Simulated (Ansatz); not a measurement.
# LaIn: how the settings move a single-point run

Aim: see which settings change the result for LaIn, by how much, and at what cost.

Method: reference: DFT, LDA, PAW with Ansatz's default frozen-core files, scalar-relativistic, in Ansatz 0.2.0.

### 1 Starting point

It takes space group Pm-3m (No. 221, cubic). Conventional cell: a = 2.913 Å, b = 2.913 Å, c = 2.913 Å, α = 90.00°, β = 90.00°, γ = 90.00°. Around La (site symmetry m-3m) lie 8 In at 2.52 Å. In (site symmetry m-3m) is surrounded by 8 La at 2.52 Å.

Structure file:

```cif
data_structure
_symmetry_space_group_name_H-M 'Pm-3m'
_symmetry_Int_Tables_number 221
_cell_length_a 2.9134
_cell_length_b 2.9134
_cell_length_c 2.9134
_cell_angle_alpha 90.000
_cell_angle_beta 90.000
_cell_angle_gamma 90.000
_cell_volume 24.73
loop_
_atom_site_label
_atom_site_type_symbol
_atom_site_symmetry_multiplicity
_atom_site_Wyckoff_symbol
_atom_site_fract_x
_atom_site_fract_y
_atom_site_fract_z
_atom_site_occupancy
La1 La 1 b 0.50000 0.50000 0.50000 1
In1 In 1 a 0.00000 0.00000 0.00000 1
```

### 2 Baseline

input.yaml reads:

```yaml
crystal:
  lattice:
    - [2.91338902, 0.0, 0.0]
    - [0.0, 2.91338902, 0.0]
    - [0.0, 0.0, 2.91338902]
  atoms:
    - { symbol: La, position: [0.5, 0.5, 0.5] }
    - { symbol: In, position: [0.0, 0.0, 0.0] }
kpoints:
  mp_grid: { grid: [9, 9, 9] }
  band_path:
    path:
      - [0.0, 0.0, 0.0]
      - [0.0, 0.5, 0.0]
      - [0.5, 0.5, 0.0]
      - [0.0, 0.0, 0.0]
      - [0.5, 0.5, 0.5]
      - [0.0, 0.5, 0.0]
      - [0.5, 0.5, 0.5]
      - [0.5, 0.5, 0.0]
    npoints: 6
scf:
  occupations: { method: fermi_dirac, width: 0.05 }
hamiltonian:
  xc: lda
  pseudopotentials: { kind: paw }
output:
  forces: true
  stress: true
  eigenvalues: true
  efg: { contact_densities: true }
  populations: true
```

The run is started by

```console
$ ansatz run input.yaml --threads 1 --pin off --max-ram 2048MiB --backend cpu --events-out ev --progress --plain --runs-dir out
```

### 3 Variant: starting moments, dr2_threshold 1.0e-05, spin_polarized true

Changes to input.yaml since step 2:

```diff
@@ -6,4 +6,4 @@
   atoms:
-    - { symbol: La, position: [0.5, 0.5, 0.5] }
-    - { symbol: In, position: [0.0, 0.0, 0.0] }
+    - { symbol: La, position: [0.5, 0.5, 0.5], spin: 0.2 }
+    - { symbol: In, position: [0.0, 0.0, 0.0], spin: 0.2 }
 kpoints:
@@ -23,2 +23,3 @@
   occupations: { method: fermi_dirac, width: 0.05 }
+  convergence: { dr2_threshold: 1.0e-05 }
 hamiltonian:
@@ -32 +33,3 @@
   populations: true
+magnetization:
+  spin_polarized: true
```

Q: Predict the outcome of this session. Wanted: for each run, ending; energy change; pressure; gap; force.

**Answer**, as computed:

```
                                                            run     ending  energy change  pressure (GPa)  gap (eV)  force (eV/Å)  cycles   time
                                                      reference  converged              0           264.8      0.00          0.00       7  2.8 s
1: starting moments, dr2_threshold 1.0e-05, spin_polarized true  converged   0.0 meV/atom           264.8      0.00          0.00       9  4.2 s
```

Residual by cycle in the longest SCF loop of each run; runs are numbered as in the table. The quantity is the density residual dr2, in eV.

```
cycle  reference    run 1
    1     0.0387     1.93
    2     0.0111    0.859
    3     7.6e-4   0.0225
    4     9.8e-5  0.00345
    5     7.0e-6   9.9e-5
    6     1.4e-7   1.7e-6
    7     6.8e-9   5.9e-9
    8          -  5.7e-10
    9          -  1.4e-11
```

With the changed spin polarisation and convergence setting the energy stays within 0.5 meV/atom: no moment survives, so both runs end on the same non-magnetic state. The structure is not at rest: the sound run finds 265 GPa, so these are no properties of the relaxed crystal. 
